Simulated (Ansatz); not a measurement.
**FH₈N₃OSi₂: one species, many methods**

Aim: compute FH₈N₃OSi₂ with functionals from several rungs and with coupled cluster. The yardstick is the atomisation energy at the CCSD(T) limit.

Program: Ansatz 0.2.0, Gaussian basis. Level of theory: functionals in def2-TZVPP, the program's frozen cores in correlated methods. These are calculated values, not measurements.

The runs, in order: PBE-D4, r2SCAN-D4, PBE0-D4, B3LYP-D4, ωB97X-V, ωB97M-V, B2PLYP; CCSD(T)/def2-TZVPP; MP2/def2-QZVPP; extrapolation to the limit.

**1. Structure used throughout**

All runs share one geometry, relaxed beforehand with PBE0-D4 in a triple-zeta def2 set.

15 atoms, charge 0, spin multiplicity 1.

Atoms are counted from 1 here; the program's logs count them from 0.

Bond lengths: N1–Si2 1.715 Å, N1–H8 1.008 Å, N1–H9 1.008 Å, Si2–O3 1.648 Å, Si2–N4 1.723 Å, Si2–H10 1.477 Å, O3–H11 0.960 Å, N4–Si5 1.707 Å, N4–H12 1.011 Å, Si5–N6 1.692 Å, Si5–F7 1.601 Å, Si5–H13 1.482 Å, N6–H14 1.006 Å, N6–H15 1.004 Å. Angles: Si2–N1–H8 118.7°, Si2–N1–H9 119.4°, H8–N1–H9 110.4°, N1–Si2–O3 107.9°, N1–Si2–N4 105.2°, N1–Si2–H10 117.8°, O3–Si2–N4 114.7°, O3–Si2–H10 102.5°, N4–Si2–H10 109.0°, Si2–O3–H11 115.8°, Si2–N4–Si5 127.2°, Si2–N4–H12 115.7°, Si5–N4–H12 116.3°, N4–Si5–N6 107.4°, N4–Si5–F7 114.3°, N4–Si5–H13 108.0°, N6–Si5–F7 105.8°, N6–Si5–H13 118.0° and more.

**2. PBE-D4 (GGA)**

File in.yaml:

```yaml
crystal:
  periodic: [false, false, false]
  atoms:
    - {symbol: N, position_ang: [-0.120433, 0.279013, -2.634944]}
    - {symbol: Si, position_ang: [-0.318538, 0.583675, -0.958845]}
    - {symbol: O, position_ang: [-1.933882, 0.581915, -0.631227]}
    - {symbol: N, position_ang: [0.579076, -0.653856, -0.164559]}
    - {symbol: Si, position_ang: [0.980169, -0.734858, 1.492788]}
    - {symbol: N, position_ang: [-0.173767, 0.169977, 2.337546]}
    - {symbol: F, position_ang: [2.396865, -0.086196, 1.859111]}
    - {symbol: H, position_ang: [-0.672142, 0.808002, -3.292147]}
    - {symbol: H, position_ang: [0.804243, 0.117704, -3.002354]}
    - {symbol: H, position_ang: [0.112370, 1.898637, -0.441279]}
    - {symbol: H, position_ang: [-2.427754, -0.168421, -0.968625]}
    - {symbol: H, position_ang: [0.755471, -1.486526, -0.709369]}
    - {symbol: H, position_ang: [1.146266, -2.162593, 1.854275]}
    - {symbol: H, position_ang: [-1.130061, 0.245275, 2.035701]}
    - {symbol: H, position_ang: [0.002126, 0.608240, 3.223927]}
basis:
  gaussian: {orbitals: def2-TZVPP}
hamiltonian: {xc: pbe, dispersion: d4}
output: {forces: true, orbitals: {seedname: orbitals}}
```

Run with:

```console
$ ansatz run in.yaml --threads 2 --pin off --events-out ev --progress --plain --max-ram 22528MiB --backend cuda --devices 0, --max-vram 18GiB
```

The runs that follow: r2SCAN-D4 (meta-GGA); PBE0-D4 (hybrid); B3LYP-D4 (hybrid); ωB97X-V (range-separated); ωB97M-V (range-separated); B2PLYP (double hybrid); CCSD(T) in def2-TZVPP; MP2 in def2-QZVPP.

Before running them: what should the planned runs give, taken together? Wanted: atomisation energy, CCSD(T)/CBS; farthest; mean size of error, hybrid; mean size of error, range-separated; gap, smallest and largest; T1 diagnostic; triples share of the correlation energy.

As calculated:

| quantity | value |
| --- | --- |
| atomisation energy, CCSD(T)/CBS | 1355.8 kcal/mol |
| functionals within 6.8 kcal/mol (0.5 %) | B3LYP-D4, ωB97X-V, ωB97M-V |
| farthest | B2PLYP (-20.3 kcal/mol) |
| mean size of error, hybrid | 11.8 kcal/mol |
| mean size of error, range-separated | 2.0 kcal/mol |
| gap, smallest and largest | 5.89 eV (PBE-D4), 12.51 eV (ωB97X-V) |
| T1 diagnostic | 0.0110 |
| triples share of the correlation energy | 3.4 % |

**Reading.** PBE-D4 misses by +8.9 kcal/mol. Double hybrids carry the basis error of their MP2 part in triple zeta, and no dispersion term here, so their miss is partly the set-up's. Misses under about 6.8 kcal/mol are within the doubt on the reference itself, which lacks core-valence correlation, relativity and higher excitations. Hartree-Fock recovers 69 % of the binding; the rest is correlation. Orbital gaps span 5.9 to 12.5 eV; exact exchange widens them.
